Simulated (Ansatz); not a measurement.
## C2H6BSb, SMILES C=C[BH][SbH2]: a rigid scan of one bond length

Computed with Ansatz's Python interface.

`scan.py`:
```python
# -*- coding: utf-8 -*-
'''Potential curve of C2H6BSb along one bond.'''

import ansatz as az
import numpy as np

GEOMETRY = '''
C    -1.27930    1.53680    0.20890
C    -0.49220    0.61960    0.59150
B     0.45190   -0.07770   -0.42870
Sb    1.93850   -1.67240    0.30020
H    -1.36320    1.90270   -0.85580
H    -1.99110    2.06600    0.91570
H    -0.44830    0.31880    1.63750
H     0.53240    0.24410   -1.56300
H     2.20580   -2.17680   -1.30460
H     0.52860   -2.81230    0.50110
'''

molecule = az.Crystal.molecule()
for line in GEOMETRY.strip().splitlines():
    symbol, *xyz = line.split()
    molecule = molecule.atom(symbol, [float(v) for v in xyz])

symbols = [site.symbol for site in molecule.cartesian_sites]
start = np.array([site.position_ang for site in molecule.cartesian_sites])
axis = (start[7] - start[2]) / np.linalg.norm(start[7] - start[2])
moving = [7]
lengths, energies = [1.04, 1.087, 1.135, 1.182, 1.229, 1.276, 1.324, 1.395], []
for length in lengths:
    xyz = start.copy()
    xyz[moving] += (length - np.linalg.norm(start[7] - start[2])) * axis
    point = az.Crystal.molecule()
    for symbol, xyz in zip(symbols, xyz):
        point = point.atom(symbol, xyz.tolist())
    setup = (
        point.calculation()
        .basis(gaussian='def2-SVP')
        .functional('r2SCAN')
    )
    r = setup.run(threads=1, pin='off').report
    energies.append(r['free_energy_ev'])
    print(f'r = {length:6.3f} A  E = {energies[-1]:.5f} eV  <S^2> = {abs(r["mean_field"]["state"]["spin_squared"]):.3f}')

# quartic fit about the minimum
fit = np.polynomial.Polynomial.fit(lengths, np.array(energies) - min(energies), 4).convert()
roots = [r.real for r in fit.deriv().roots() if abs(r.imag) < 1e-9 and fit.deriv(2)(r.real) > 0]
r_e = min(roots, key=lambda r: abs(r - lengths[int(np.argmin(energies))]))
print(f'minimum of the fit at {r_e:.4f} A, force constant {fit.deriv(2)(r_e):.2f} eV/A^2')
```

```console
$ python scan.py
r =  1.040 A  E = -9381.75581 eV  <S^2> = 0.000
r =  1.087 A  E = -9381.98671 eV  <S^2> = 0.000
r =  1.135 A  E = -9382.12675 eV  <S^2> = 0.000
r =  1.182 A  E = -9382.18917 eV  <S^2> = 0.000
r =  1.229 A  E = -9382.19291 eV  <S^2> = 0.000
r =  1.276 A  E = -9382.15022 eV  <S^2> = 0.000
r =  1.324 A  E = -9382.06905 eV  <S^2> = 0.000
r =  1.395 A  E = -9381.89718 eV  <S^2> = 0.000
minimum of the fit at 1.2082 A, force constant 23.24 eV/A^2
```

Caveats:
- Total energies depend on the basis set; only differences at equal settings carry meaning.
- The rest of the molecule is held rigid at a force-field or estimated start geometry, and the basis set is modest; single-reference methods fail as a bond breaks.
- def2 sets replace the cores of elements past krypton by effective core potentials.
- The orbitals are restricted, so S² is zero by construction.
- Finished in 42 s on 1 thread of Arm Neoverse V2 (shared host), peak memory 0.22 GiB.

(A comment or docstring line of the script was reworded after the run, the code is as it ran; lines on the test bed's own set-up are left out of the output.)
